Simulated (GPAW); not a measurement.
Crystal: InSb3.

```xyz
4
Lattice="4.8064 0.0000 0.0000 0.0000 4.8064 0.0000 0.0000 0.0000 4.8064" Properties=species:S:1:pos:R:3 pbc="T T T"
Sb    2.4032    2.4032    0.0000
Sb    0.0000    2.4032    2.4032
Sb    2.4032    0.0000    2.4032
In    0.0000    0.0000    0.0000
```

The cell comes from a database or a generator and needn't be the stable form of this composition.

```yaml
Program: GPAW 26.7.0
Task: relaxation of cell and atoms
Functional: PBEsol
Potentials_or_basis: PAW data sets generated in the run's folder for this functional
Cutoff: 600 eV
Basis: pw
k_mesh: 5 × 5 × 5
Occupations: fermi-dirac, width 0.05 eV
Spin: no spin polarisation
```

At the start: pressure -2.8 GPa; volume 27.76 Å³/atom.

Question: Where does the relaxation end?

Answer: Over 4 steps the energy falls by 12.8 meV/atom and the volume is 26.36 Å³/atom (-5.0 %); space group Pm-3m (No. 221, to 0.05 Å).

Step by step:
```
step  energy change (eV)  largest force (eV/Å)  pressure (GPa)  volume (Å³)
   1              0.0000                0.0000           -2.79       111.03
   2             -0.0096                0.0000           -2.54       110.46
   3             -0.0508                0.0000            0.23       105.03
   4             -0.0512                0.0000           -0.01       105.45
```

Final structure:
```cif
data_structure
_symmetry_space_group_name_H-M 'P 1'
_symmetry_Int_Tables_number 1
_cell_length_a 4.7244
_cell_length_b 4.7244
_cell_length_c 4.7244
_cell_angle_alpha 90.000
_cell_angle_beta 90.000
_cell_angle_gamma 90.000
_cell_volume 105.45
loop_
_atom_site_label
_atom_site_type_symbol
_atom_site_fract_x
_atom_site_fract_y
_atom_site_fract_z
_atom_site_occupancy
Sb1 Sb 0.50000 0.50000 0.00000 1
Sb2 Sb 0.00000 0.50000 0.50000 1
Sb3 Sb 0.50000 0.00000 0.50000 1
In1 In 0.00000 0.00000 0.00000 1
```

Caveat: later steps reuse the first step's grids.
